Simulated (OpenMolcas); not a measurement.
# Pb³⁺: CASSCF and CASPT2 terms and fine-structure levels

Aim: the low terms and levels of Pb³⁺, with their order and spacing, then second-order correlation under several settings.

Program: OpenMolcas 26.06. Level of theory: state-averaged CASSCF and CASPT2, spin-orbit coupling by RASSI with atomic mean-field integrals. These are calculated values, not measurements, unless marked.

### 1 What is computed

| Item | Value |
| --- | --- |
| Species | Pb³⁺ (lead, Z = 82, 79 electrons) |
| Basis | ANO-R1 [7s6p4d2f], 59 functions |
| Scalar Hamiltonian | X2C, finite nucleus |
| Inactive shells | 1s 2s 2p 3s 3p 3d 4s 4p 4d 4f 5s 5p 5d |
| Active space | 1 electron in 4 orbitals (6s 6p) |
| Some configurations of this space | 6p, 6s |
| Orbitals | optimised for the ground-state spin in each parity, averaged over the low roots |

The outer shells:

6p
```
6p [↑ ][  ][  ]
```

6s
```
6s [↑ ]
```

Each step is its own input file, run in one work folder so that later steps find the files of earlier ones. Labels, J, g values, rates, χT and fits are worked out afterwards by a script from the matrices that RASSI stores.

### 2 Basis and integrals

Input file a.inp:

```
&GATEWAY
Coord
1

Pb 0.0 0.0 0.0
Basis=ANO-R1
Group=XYZ
NoMove
AngMom=0.0 0.0 0.0
AMFI
&SEWARD
```

Command:

```bash
$ OMP_NUM_THREADS=1 MOLCAS_MEM=2252 MOLCAS_PROJECT=a pymolcas a.inp > a.log
```

### 3 Reference wave functions, doublets of even parity, 1 root

Input file a.inp:

```
&RASSCF
FileOrb=start.orb
Symmetry=1
Spin=2
nActEl=1 0 0
Inactive=20 19
Ras2=1 3
CIRoot=1 1 1
SDav=1
CIMx=300
Iter=120 100
PrWF=0.3
OrbListing=Nothing
MaxOrb=0
Atom
>>> COPY $Project.JobIph JOB001
```

start.orb holds the contracted functions of the basis, ordered by shell, or the orbitals of the step before.

### 4 CASSCF: doublets of odd parity, 3 roots

Input file a.inp:

```
&RASSCF
FileOrb=start.orb
Symmetry=2
Spin=2
nActEl=1 0 0
Inactive=20 19
Ras2=1 3
CIRoot=3 3 1
SDav=3
CIMx=300
Iter=120 100
PrWF=0.3
OrbListing=Nothing
MaxOrb=0
Atom
>>> COPY $Project.JobIph JOB002
```

### 5 State interaction with spin-orbit coupling

Input file a.inp:

```
&RASSI
NrOfJobIphs=2 1 3
1
1 2 3
IphNames
JOB001
JOB002
EJob
SpinOrbit
DIPRint=1.0
SOCoupling=1000.0
Subsets=2
MEES
Property=10
'ANGMOM' 1 'ANGMOM' 2 'ANGMOM' 3 'MLTPL  1' 1 'MLTPL  1' 2 'MLTPL  1' 3
'AMFI' 1 'AMFI' 2 'AMFI' 3 'MLTPL  2' 6
SOProperty=3
'ANGMOM' 1 'ANGMOM' 2 'ANGMOM' 3
```

### 6 CASPT2: IPEA 0.4 (closed shells correlated: none)

Input file a.inp:

```
>>> COPY JOB001 $Project.JobIph
&CASPT2
Multistate=1 1
Frozen=20 19
IPEA=0.4
MaxIter=60
WThr=0.0 0.3 0.05
PrWF=0.5
NoMix
>>> COPY JOB002 $Project.JobIph
&CASPT2
Multistate=3 1 2 3
Frozen=20 19
IPEA=0.4
MaxIter=60
WThr=0.0 0.3 0.05
PrWF=0.5
NoMix
```

### 7 CASPT2: IPEA 0.6, real shift 0.4 (closed shells correlated: none)

a.inp, as its differences from that of step 6:

```diff
@@ -4,3 +4,4 @@
 Frozen=20 19
-IPEA=0.4
+IPEA=0.6
+Shift=0.4
 MaxIter=60
@@ -12,4 +13,6 @@
 Multistate=3 1 2 3
+NoMult
 Frozen=20 19
-IPEA=0.4
+IPEA=0.6
+Shift=0.4
 MaxIter=60
```

### 8 CASPT2: IPEA 0.35 (closed shells correlated: 5d)

Input file a.inp:

```
>>> COPY JOB001 $Project.JobIph
&CASPT2
Multistate=1 1
Frozen=15 19
IPEA=0.35
MaxIter=60
WThr=0.0 0.3 0.05
PrWF=0.5
NoMix
>>> COPY JOB002 $Project.JobIph
&CASPT2
Multistate=3 1 2 3
Frozen=15 19
IPEA=0.35
MaxIter=60
WThr=0.0 0.3 0.05
PrWF=0.5
NoMix
```

(Steps that only read results are left out.)

What does the calculation give? Wanted: lowest level; first excited level; strongest of the lines computed, by gA, at CASSCF energies.

The runs gave:

| quantity | value |
| --- | --- |
| method | SS-CASPT2, IPEA 0.4 (closed shells correlated: none) |
| lowest level | 6s 2S 1/2, 100 % of that term, g = 2.002 |
| ground level listed by NIST | 2S1/2 |
| first excited level | 6p 2P* 1/2 at 9.191 eV |
| strongest of the lines computed, by gA, at CASSCF energies | 6p 2P* 3/2 → 6s 2S 1/2, 106.2 nm, A = 3.07e+09 s⁻¹ |

Cost and accuracy by method:

| method | time of its own steps | time with the reference | mean absolute difference from the measured levels (cm-1) |
| --- | --- | --- | --- |
| A. CASSCF | 4.2 s | 4.2 s | 2500 |
| B. SS-CASPT2, IPEA 0.4, +none | 0.53 s | 4.8 s | 2500 |
| C. SS-CASPT2, IPEA 0.6, real shift 0.4, +none | 0.48 s | 4.7 s | 2500 |
| D. SS-CASPT2, IPEA 0.35, +5d | 0.53 s | 4.8 s | 510 |

Times are of one thread on a shared host.

In words: Method D lies closest to the measured levels (510 cm⁻¹ on average) and B farthest (2500). Only the configurations of the active space and the roots asked for are present. The basis is small and contracted for the neutral atom, so it is rough for this charge. Spin-orbit splittings of 6p shells come out too small at this level. Levels of other configurations are missing from the list.
